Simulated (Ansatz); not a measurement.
# BCl2H: the cost of one run

Method: PBE0-D4/def2-TZVP structures, single points in def2-TZVPP, no counterpoise correction; program: Ansatz 0.2.0, Gaussian basis.

Levels: SPW92, PBE-D4, BLYP-D4, r2SCAN-D4, B97M-V, PBE0-D4, B3LYP-D4, r2SCAN0-D4, BHLYP-D4, CAM-B3LYP-D4, wB97X-V, wB97M-V, B2PLYP, PBE-QIDH, RPA on PBE, Hartree-Fock, MP2, CCSD, CCSD(T).

Cores are frozen in the correlated methods. Filled d shells of the heavier atoms are correlated. B3LYP uses VWN-RPA correlation. B2PLYP carries no dispersion term here.

94 further runs of the same task are left out: 94 set aside as unsound or not needed. Runs told in other sessions of the task aren't counted.

**1. Starting geometry**

The complex: 6 atoms, charge 0, spin multiplicity 1.

Atoms are counted from 1 here; the program's logs count them from 0.

Bond lengths: B1–Cl3 1.736 Å, B1–Cl4 1.736 Å, B1–H6 1.186 Å, Br2–H5 1.421 Å. Angles: Cl3–B1–Cl4 120.6°, Cl3–B1–H6 119.7°, Cl4–B1–H6 119.7°.

Geometry (Å):

```xyz
6
charge 0, multiplicity 1
B    -0.3540   -1.0530    0.3507
Br    1.1308    1.9590   -0.6265
Cl    0.4088   -2.0302   -0.8641
Cl    0.2519   -1.0312    1.9770
H    -0.1137    2.5820   -0.9141
H    -1.3238   -0.4266    0.0769
```

Its parts: BHCl2 holds atoms 1, 3, 4, 6; HBr holds atoms 2, 5. Each part counts its atoms afresh in its own runs.

**2. Relaxing BHCl2 alone**

Input file relax-a/in.yaml:

```yaml
crystal:
  periodic: [false, false, false]
  atoms:
    - {symbol: B, position_ang: [-0.354010, -1.052978, 0.350691]}
    - {symbol: Cl, position_ang: [0.408795, -2.030246, -0.864065]}
    - {symbol: Cl, position_ang: [0.251915, -1.031158, 1.977017]}
    - {symbol: H, position_ang: [-1.323771, -0.426614, 0.076877]}
basis:
  gaussian: {orbitals: def2-TZVP}
hamiltonian: {xc: pbe0, dispersion: d4}
relax: {f_tol: 0.005, max_steps: 200}
```

Command:

```console
> ansatz run in.yaml --threads 4 --pin off --events-out ev --progress --plain --max-ram 9574MiB
```

**Question.** How long does this run take on 4 threads of Arm Neoverse V2, shared host?

About 4 s.
